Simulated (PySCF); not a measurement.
The system is Cl2C, in a box.

```
Cl C
1.0
    12.00000    0.00000    0.00000
     0.00000   11.00000    0.00000
     0.00000    0.00000   11.00000
Cl C
2 1
Direct
  0.59449 0.45700 0.55304
  0.40768 0.57007 0.45315
  0.47213 0.43375 0.47721
```

Base run:

```yaml
Program: PySCF 2.14.0
Functional: SCAN0
Potentials_or_basis: pob-tzvp-rev2 (all-electron)
k_mesh: 1 × 1 × 1
Occupations: fixed
Spin: no spin polarisation
```

Its results: gap between the frontier levels 4.62 eV.

Question: The run is repeated on the same cell with these changes: functional from SCAN0 to PBE. What comes out?

Answer: Gap between the frontier levels 1.89 eV.

SCAN0 gives the wider gap, since exact exchange removes part of the self-interaction.

Caveats: this is a molecule in a periodic box at the Γ point, so its band gap is the HOMO-LUMO gap; the basis of atomic orbitals isn't converged, which shifts pressures, moduli and gaps.

